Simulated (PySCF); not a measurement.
# C10H8: geometry, NMR shifts and electronic excitations

Aim: predict the NMR shifts and electronic excitations of C10H8 (`C#Cc1ccccc1C=C`).

The runs use PySCF 2.14.0, with density-fitted response routines of our own; the level of theory stands in each step. All values are computed, except where a source is named. Atoms are numbered from 0 throughout.

## 1. The starting structure

18 atoms, charge 0, multiplicity 1; geometry from: GFN2-xTB.

Bonds of the start (Å): C0–C1 1.20, C1–C2 1.42, C2–C3 1.39, C3–C4 1.38, C4–C5 1.39, C5–C6 1.38, C6–C7 1.39, C7–C8 1.46, C8–C9 1.33, C7–C2 1.41, C0–H10 1.05, C3–H11 1.08, C4–H12 1.08, C5–H13 1.08, C6–H14 1.08, C8–H15 1.08, C9–H16 1.08, C9–H17 1.08.

## 2. Relaxing the molecule at PBE0-D3(BJ)/def2-SVP

Job settings and geometry (Å):

```
{"job": {"xc": "PBE0", "basis": "def2-SVP", "d3": "d3bj", "grid": 1, "kind": "geom"}, "charge": 0, "multiplicity": 1}
C     -0.933185     3.187187    -0.062475
C     -0.354214     2.134950    -0.053169
C      0.367596     0.916714    -0.047874
C      1.760710     0.969721    -0.047695
C      2.504057    -0.193798    -0.048392
C      1.858702    -1.421441    -0.049063
C      0.478687    -1.482000    -0.039728
C     -0.297563    -0.324204    -0.034113
C     -1.755009    -0.354858    -0.026139
C     -2.518272    -1.411260     0.228118
H     -1.449762     4.100194    -0.068918
H      2.248839     1.933811    -0.049800
H      3.583129    -0.147602    -0.051844
H      2.436213    -2.334331    -0.060945
H     -0.007263    -2.445538    -0.047724
H     -2.224178     0.598747    -0.233790
H     -2.114802    -2.380520     0.467432
H     -3.592444    -1.339454     0.214463
```

**Question.** This job is followed by: GIAO PBE0/pcSseg-1 NMR shielding, non-relativistic, gas phase; TDDFT CAM-B3LYP/def2-SVPD, vertical, gas phase, core orbitals frozen in the response; GIAO wB97X-D/pcSseg-1 NMR shielding, non-relativistic, gas phase. Predict these results of the whole session: point group; rotational constants (main isotopes); 13C shifts against TMS (PBE0/pcSseg-1); 1H shifts against TMS (PBE0/pcSseg-1); lowest singlet (CAM-B3LYP/def2-SVPD); brightest single state of those computed; lowest triplet; vertical electron affinity (ΔSCF); range of the shift of C2.

**Answer**, as computed:

| quantity | value |
| --- | --- |
| point group | C1 |
| rotational constants (main isotopes) | 1.63, 1.46, 0.77 GHz |
| 13C shifts against TMS (PBE0/pcSseg-1) | 144.7, 142.6, 140.9, 133.9, 132.7, 128.0, 125.8, 121.2, 92.4, 85.1 ppm |
| 1H shifts against TMS (PBE0/pcSseg-1) | 7.85, 7.67, 7.53, 7.40, 7.28, 6.19, 5.66, 3.45 ppm |
| lowest singlet (CAM-B3LYP/def2-SVPD) | 4.71 eV (263 nm), f = 0.012 |
| brightest single state of those computed | state 3, 5.48 eV, f = 0.485 |
| lowest triplet | 3.08 eV |
| vertical electron affinity (ΔSCF) | -0.14 eV (unbound: the value hangs on the basis) |
| range of the shift of C2 | 125.8 to 127.3 ppm |

In words: Over 3 steps the energy fell by 0.071 eV; of the close pairs, C0–H10 changed most, 1.049 to 1.074 Å. At PBE0/pcSseg-1: The largest span, 303 ppm, is at C1, where the paramagnetic term is -148 ppm. The lowest singlet, at 4.71 eV, is HOMO→LUMO+1 0.48, HOMO−1→LUMO 0.39 and is weak; of the 10 states computed, the strongest absorption comes from state 3 at 5.48 eV. The lowest triplet lies 1.64 eV below the lowest singlet (triplets in Tamm-Dancoff, singlets in full TDDFT). In ppm, C2 moves most: its shift spreads over 1.6 ppm, from 125.8 (PBE0/pcSseg-1) to 127.3 (wB97X-D/pcSseg-1).
